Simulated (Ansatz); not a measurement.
# C6H4N2: how energies converge with the basis set

An exercise on one series of results from a longer session: the logs are not shown, and one member is left open.

The runs use Ansatz 0.2.0, Gaussian basis; one geometry, several basis sets.

The runs, in order: PBE0-D4/def2-SVP; ωB97M-V/def2-SVP; PBE0-D4/def2-QZVPP; ωB97M-V/def2-QZVPP; the functionals' def2-TZVPP values are taken from earlier runs.

## The geometry

The geometry comes from an earlier relaxation with PBE0-D4 in a triple-zeta def2 set; it is a stationary point, not always the lowest conformer.

SMILES `N#Cc1cccnc1`, 12 atoms, charge 0, spin multiplicity 1.

Atoms are counted from 1 here; the program's logs count them from 0.

Bond lengths: N1–C2 1.152 Å, C2–C3 1.425 Å, C3–C4 1.393 Å, C3–C8 1.397 Å, C4–C5 1.381 Å, C4–H9 1.083 Å, C5–C6 1.388 Å, C5–H10 1.083 Å, C6–N7 1.329 Å, C6–H11 1.086 Å, N7–C8 1.322 Å, C8–H12 1.086 Å. Angles: N1–C2–C3 179.8°, C2–C3–C4 121.2°, C2–C3–C8 120.2°, C4–C3–C8 118.6°, C3–C4–C5 118.2°, C3–C4–H9 120.2°, C5–C4–H9 121.6°, C4–C5–C6 118.6°, C4–C5–H10 121.0°, C6–C5–H10 120.4°, C5–C6–N7 123.7°, C5–C6–H11 120.3°, N7–C6–H11 116.1°, C6–N7–C8 117.8°, C3–C8–N7 123.1°, C3–C8–H12 119.8°, N7–C8–H12 117.1°.

Geometry (Å):

```mol
C6H4N2
  3D, bonds by distance, orders not assigned

 12 12  0  0  0  0  0  0  0  0999 V2000
    1.0791   -1.4388    3.0136 N   0  0
    0.7186   -1.0026    2.0107 C   0  0
    0.2719   -0.4673    0.7684 C   0  0
    0.2792    0.9048    0.5306 C   0  0
   -0.1669    1.3577   -0.6951 C   0  0
   -0.6003    0.4275   -1.6298 C   0  0
   -0.6117   -0.8838   -1.4137 N   0  0
   -0.1848   -1.3185   -0.2402 C   0  0
    0.6279    1.5884    1.2949 H   0  0
   -0.1805    2.4151   -0.9275 H   0  0
   -0.9567    0.7539   -2.6025 H   0  0
   -0.1988   -2.3916   -0.0753 H   0  0
  1  2  8  0
  2  3  8  0
  3  4  8  0
  4  5  8  0
  5  6  8  0
  6  7  8  0
  7  8  8  0
  4  9  8  0
  5 10  8  0
  6 11  8  0
  8 12  8  0
  3  8  8  0
M  END
```

The first run:

The input, in.yaml:

```yaml
crystal:
  periodic: [false, false, false]
  atoms:
    - {symbol: N, position_ang: [1.079107, -1.438761, 3.013612]}
    - {symbol: C, position_ang: [0.718643, -1.002598, 2.010687]}
    - {symbol: C, position_ang: [0.271871, -0.467283, 0.768384]}
    - {symbol: C, position_ang: [0.279150, 0.904822, 0.530600]}
    - {symbol: C, position_ang: [-0.166948, 1.357663, -0.695136]}
    - {symbol: C, position_ang: [-0.600339, 0.427505, -1.629807]}
    - {symbol: N, position_ang: [-0.611741, -0.883755, -1.413730]}
    - {symbol: C, position_ang: [-0.184759, -1.318511, -0.240226]}
    - {symbol: H, position_ang: [0.627863, 1.588438, 1.294875]}
    - {symbol: H, position_ang: [-0.180478, 2.415095, -0.927452]}
    - {symbol: H, position_ang: [-0.956746, 0.753862, -2.602486]}
    - {symbol: H, position_ang: [-0.198820, -2.391576, -0.075321]}
basis:
  gaussian: {orbitals: def2-SVP}
hamiltonian: {xc: pbe0, dispersion: d4}
output: {orbitals: {seedname: orbitals}}
```

Launch:

```
$ ansatz run in.yaml --threads 2 --pin off --events-out ev --progress --plain --max-ram 22528MiB --backend cpu
```

Among the steps run: PBE0-D4 in def2-SVP; ωB97M-V in def2-SVP; PBE0-D4 in def2-QZVPP; ωB97M-V in def2-QZVPP.

One table of the session follows, with a row left open; its other results are not shown here.

It belongs to the step «Density functionals: the series». 

| functional | basis | HOMO (eV) | LUMO (eV) |
| --- | --- | --- | --- |
| PBE0-D4 | def2-SVP | -7.99 | -1.87 |
| PBE0-D4 | def2-TZVPP | -8.15 | -1.97 |
| PBE0-D4 | def2-QZVPP | ? | ? |
| ωB97M-V | def2-SVP | -10.19 | 0.25 |
| ωB97M-V | def2-TZVPP | -10.23 | 0.09 |
| ωB97M-V | def2-QZVPP | -10.24 | 0.04 |

**Question.** Estimate the row for PBE0-D4, def2-QZVPP.

**Answer.** HOMO (eV): -8.17; LUMO (eV): -2.00. In the column «HOMO (eV)» it lies between ωB97M-V, def2-SVP (-10.19) and PBE0-D4, def2-TZVPP (-8.15).
